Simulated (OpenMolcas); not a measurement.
# Dy⁺: CASSCF and CASPT2 terms and fine-structure levels

Which level of Dy⁺ lies lowest, and where do the others fall? The reference wave functions come first, then spin-orbit coupling, then second-order correlation.

Program: OpenMolcas 26.06. Level of theory: state-averaged CASSCF and CASPT2, spin-orbit coupling by RASSI with atomic mean-field integrals. These are calculated values, not measurements, unless marked.

## Step 1: Starting point

```
Species                           : Dy⁺ (dysprosium, Z = 66, 65 electrons)
Basis                             : ANO-RCC-VDZP [7s6p4d2f1g], 68 functions
Scalar Hamiltonian                : DKH2, point nucleus
Inactive shells                   : 1s 2s 2p 3s 3p 3d 4s 4p 4d 5s 5p 6s
Active space                      : 9 electrons in 7 orbitals (4f)
Some configurations of this space : 4f⁹ 6s²
Orbitals                          : optimised for each spin and parity, averaged over all roots
```

Outer shells as boxes (Hund's rule):

4f9 6s2
```
4f [↑↓][↑↓][↑ ][↑ ][↑ ][↑ ][↑ ]
6s [↑↓]
```

The work runs as a chain of OpenMolcas steps in one folder; each step below is one input file. Labels, J, g values, rates, χT and fits are worked out afterwards by a script from the matrices that RASSI stores.

## Step 2: GATEWAY and SEWARD: basis and integrals

File a.inp:

```
&GATEWAY
Coord
1

Dy 0.0 0.0 0.0
Basis=ANO-RCC-VDZP
Group=XYZ
NoMove
AngMom=0.0 0.0 0.0
AMFI
&SEWARD
```

The run is started by

```
OMP_NUM_THREADS=1 MOLCAS_MEM=2252 MOLCAS_PROJECT=a pymolcas a.inp > a.log
```

## Step 3: Reference wave functions, sextets of odd parity, 21 roots

File a.inp:

```
&RASSCF
FileOrb=start.orb
Symmetry=2
Spin=6
nActEl=9 0 0
Inactive=16 12
Ras2=0 7
CIRoot=21 21 1
SDav=21
CIMx=300
Iter=120 100
PrWF=0.3
OrbListing=Nothing
MaxOrb=0
Atom
>>> COPY $Project.JobIph JOB001
```

start.orb holds the contracted functions of the basis, ordered by shell, or the orbitals of the step before.

## Step 4: CASSCF: quartets of odd parity, 224 roots

File a.inp:

```
&RASSCF
FileOrb=start.orb
Symmetry=2
Spin=4
nActEl=9 0 0
Inactive=16 12
Ras2=0 7
CIRoot=224 224 1
SDav=224
CIMx=300
Iter=120 100
PrWF=0.3
OrbListing=Nothing
MaxOrb=0
Atom
>>> COPY $Project.JobIph JOB002
```

## Step 5: Reference wave functions, doublets of odd parity, 272 roots

File a.inp:

```
&RASSCF
FileOrb=start.orb
Symmetry=2
Spin=2
nActEl=9 0 0
Inactive=16 12
Ras2=0 7
CIRoot=272 272 1
SDav=490
CIMx=300
Iter=120 100
PrWF=0.3
OrbListing=Nothing
MaxOrb=0
Atom
CIOnly
>>> COPY $Project.JobIph JOB003
```

## Step 6: RASSI: spin-orbit coupling between the states

File a.inp:

```
&RASSI
NrOfJobIphs=3 21 108 32
1 2 3 4 5 6 7 8 9 10 11 12 13 14 15 16 17 18 19 20 21
1 2 3 4 5 6 7 8 9 10 11 12 13 14 15 16 17 18 19 20 21 22 23 24 25 26 27
28 29 30 31 32 33 34 35 36 37 38 39 40 41 42 43 44 45 46 47 48 49 50 51
52 53 54 55 56 57 58 59 60 61 62 63 64 65 66 67 68 69 70 71 72 73 74 75
76 77 78 79 80 81 82 83 84 85 86 87 88 89 90 91 92 93 94 95 96 97 98 99
100 101 102 103 104 105 106 107 108
1 2 3 4 5 6 7 8 9 10 11 12 13 14 15 16 17 18 19 20 21 22 23 24 25 26 27
28 29 30 31 32
IphNames
JOB001
JOB002
JOB003
EJob
SpinOrbit
DIPRint=1.0
SOCoupling=1000.0
Subsets=2
Property=9
'ANGMOM' 1 'ANGMOM' 2 'ANGMOM' 3 'MLTPL  1' 1 'MLTPL  1' 2 'MLTPL  1' 3
'AMFI' 1 'AMFI' 2 'AMFI' 3
SOProperty=3
'ANGMOM' 1 'ANGMOM' 2 'ANGMOM' 3
```

## Step 7: CASPT2: IPEA 0.25, imaginary shift 0.1 (closed shells correlated: 5s 5p 6s)

File a.inp:

```
>>> COPY JOB001 $Project.JobIph
&CASPT2
Multistate=21 1 2 3 4 5 6 7 8 9 10 11 12 13 14 15 16 17 18 19 20 21
Frozen=14 9
IPEA=0.25
Imaginary=0.1
MaxIter=60
WThr=0.0 0.3 0.05
PrWF=0.5
NoMix
>>> COPY JOB002 $Project.JobIph
&CASPT2
Multistate=108 1 2 3 4 5 6 7 8 9 10 11 12 13 14 15 16 17 18 19 20 21 22
23 24 25 26 27 28 29 30 31 32 33 34 35 36 37 38 39 40 41 42 43 44 45 46
47 48 49 50 51 52 53 54 55 56 57 58 59 60 61 62 63 64 65 66 67 68 69 70
71 72 73 74 75 76 77 78 79 80 81 82 83 84 85 86 87 88 89 90 91 92 93 94
95 96 97 98 99 100 101 102 103 104 105 106 107 108
NoMult
Frozen=14 9
IPEA=0.25
Imaginary=0.1
MaxIter=60
WThr=0.0 0.3 0.05
PrWF=0.5
NoMix
>>> COPY JOB003 $Project.JobIph
&CASPT2
Multistate=32 1 2 3 4 5 6 7 8 9 10 11 12 13 14 15 16 17 18 19 20 21 22
23 24 25 26 27 28 29 30 31 32
Frozen=14 9
IPEA=0.25
Imaginary=0.1
MaxIter=60
WThr=0.0 0.3 0.05
PrWF=0.5
NoMix
```

(Steps that only read results are left out.)

Q: Predict the outcome of this session. Wanted: lowest level; first excited level; lowest level of another term; spin-orbit lowering of the lowest level; strongest of the lines computed, by gA.

The runs gave:

```
                                                                                   quantity                                                                           value
                                                                                     method  SS-CASPT2, IPEA 0.25, imaginary shift 0.1 (closed shells correlated: 5s 5p 6s)
                                                                               lowest level                                  4f⁹ 6s² ⁶H°_15/2, 94 % of that term, g = 1.326
                                                                ground level listed by NIST                                                                     (8,1/2)17/2
                                                                        first excited level                                                   4f⁹ 6s² ⁶H°_13/2 at 3560 cm⁻¹
                                                               lowest level of another term                                                   4f⁹ 6s² ⁶F°_11/2 at 8350 cm⁻¹
                                                    spin-orbit lowering of the lowest level                                                                       6462 cm⁻¹
strongest of the lines computed, by gA (one parity, so forbidden lines), at CASSCF energies                 4f⁹ 6s² ⁴I°_15/2 → 4f⁹ 6s² ⁶H°_15/2, 399.6 nm, A = 2.26e+01 s⁻¹
```

What each method costs and misses:

```
                                                 method  time of its own steps  time with the reference  mean absolute difference from method B (cm-1)
                                              A. CASSCF                1.8 min                  1.8 min                                            970
B. SS-CASPT2, IPEA 0.25, imaginary shift 0.1, +5s 5p 6s                   70 s                    3 min                                              0
```

Times are of one thread on a shared host.

In words: The multiplet ⁶H° is inverted; its intervals divided by the larger J differ by 35 % of their mean, where Landé's rule for pure LS coupling makes them equal. Second-order correlation (method B) scales the levels of the lowest configuration above 5000 cm⁻¹ by 0.85 to 1.00. Only the configurations of the active space and the roots asked for are present. The doublets rest on orbitals optimised for another spin in at least one step, which raises them against the optimised states. Not all states of the active space went into the spin-orbit step. CASPT2 does not keep the components of a term degenerate, and the means are used. High states of lower spin are left out of the spin-orbit mixing. The free ion's ground configuration, as NIST lists it, lies outside this active space, so the lowest level here need not be the ground level. Only valence configurations of the active space appear, up to the ionisation limit; * or ° marks odd parity.
